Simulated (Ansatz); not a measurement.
# Sc-Li random alloys: a few random alloy cells with their mixing energies

Run with the Python package of Ansatz (0.2.0).

Script `random_alloy.py`:
```python
"""Random Sc-Li cells of 8 mixed sites, after relaxing cells and atoms."""

from collections import Counter
import warnings

import ansatz
import numpy as np


def fcc(first, a):
    return (
        ansatz.Lattice.fcc(a)
        .space_group(225)
        .atom(first, [0, 0, 0])
        .primitive()
    )

A_FIRST, A_LAST = 4.64, 4.42


def compute(name, crystal):
    calc = (
        crystal.calculation()
        .functional(ansatz.Functional.LDA)
        .basis(520)
        .kpoints(spacing=0.14)
        .occupations("fermi_dirac", width=0.05)
        .band_table()
    )
    calc = calc.relax(force_tolerance=0.02, max_steps=60, cell=True)
    return calc.run(threads=1, backend="cpu")

def relaxed_twice(name, crystal):
    # the second pass draws mesh and plane waves anew for the relaxed cell
    first = compute(name, crystal)
    again = ansatz.Crystal(lattice=ansatz.Lattice.of(first.lattice.cell_ang))
    for site in first.report["lattice"]["sites"]:
        again = again.atom(site["symbol"], site["position_frac"])
    return compute(name, again)


def volume_per_atom(outcome):
    return abs(np.linalg.det(outcome.lattice.cell_ang)) / len(outcome.lattice.sites)


def counts(outcome):
    return Counter(site.symbol for site in outcome.lattice.sites)

warnings.simplefilter("ignore", ansatz.DeckWarning)

phases = {"Sc": fcc("Sc", A_FIRST), "Li": fcc("Li", A_LAST)}
for k in [4]:
    a = A_FIRST + (A_LAST - A_FIRST) * k / 8
    supercell = fcc("Sc", a).supercell(2).resolved()
    for seed in [2, 62]:
        drawn = supercell.site_disorder().occupy("Sc", Sc=8 - k, Li=k).random(seed=seed)
        phases[f"Sc{8 - k}Li{k} seed {seed}"] = drawn.crystal

done = {name: relaxed_twice(name, crystal) for name, crystal in phases.items()}

# x is the share of the second element on the mixed sites; both end members stand on this same lattice
x = {name: counts(o)["Li"] / (counts(o)["Sc"] + counts(o)["Li"]) for name, o in done.items()}
first, last = min(x, key=x.get), max(x, key=x.get)
energy = {name: o.report["energy_sigma0_ev"] / len(o.lattice.sites) for name, o in done.items()}
volume = {name: volume_per_atom(o) for name, o in done.items()}
rows = []
for name in sorted(done, key=x.get):
    line = lambda table: (1 - x[name]) * table[first] + x[name] * table[last]
    rows.append((name, x[name], 1000 * (energy[name] - line(energy)), volume[name], 100 * (volume[name] / line(volume) - 1)))
print("      cell       x(Li)  E_mix (meV/atom)  V (A^3/atom)  excess V (%)")
for row in rows:
    print(f"{str(row[0]):>10}  {row[1]:10.3f}  {row[2]:+16.1f}  {row[3]:12.3f}  {row[4]:+12.2f}")
```

Running `python random_alloy.py` prints:
```text
      cell       x(Li)  E_mix (meV/atom)  V (A^3/atom)  excess V (%)
        Sc       0.000              +0.0        22.361         +0.00
Sc4Li4 seed 2       0.500            +233.6        20.380         -1.34
Sc4Li4 seed 62       0.500            +229.5        20.155         -2.42
        Li       1.000              +0.0        18.951         +0.00
```

Reading the output:
- Cells of eight mixed sites are far from the random limit, and both end members stand on the same lattice, which need not be their own. Differences under 10 to 15 meV an atom lie within the error of mesh and functional.
- The cells are prototypes set up for this calculation and needn't exist.
- Hardware and time: 16 min on 1 thread of Arm Neoverse V1, on a shared host, peak memory 1.1 GiB.
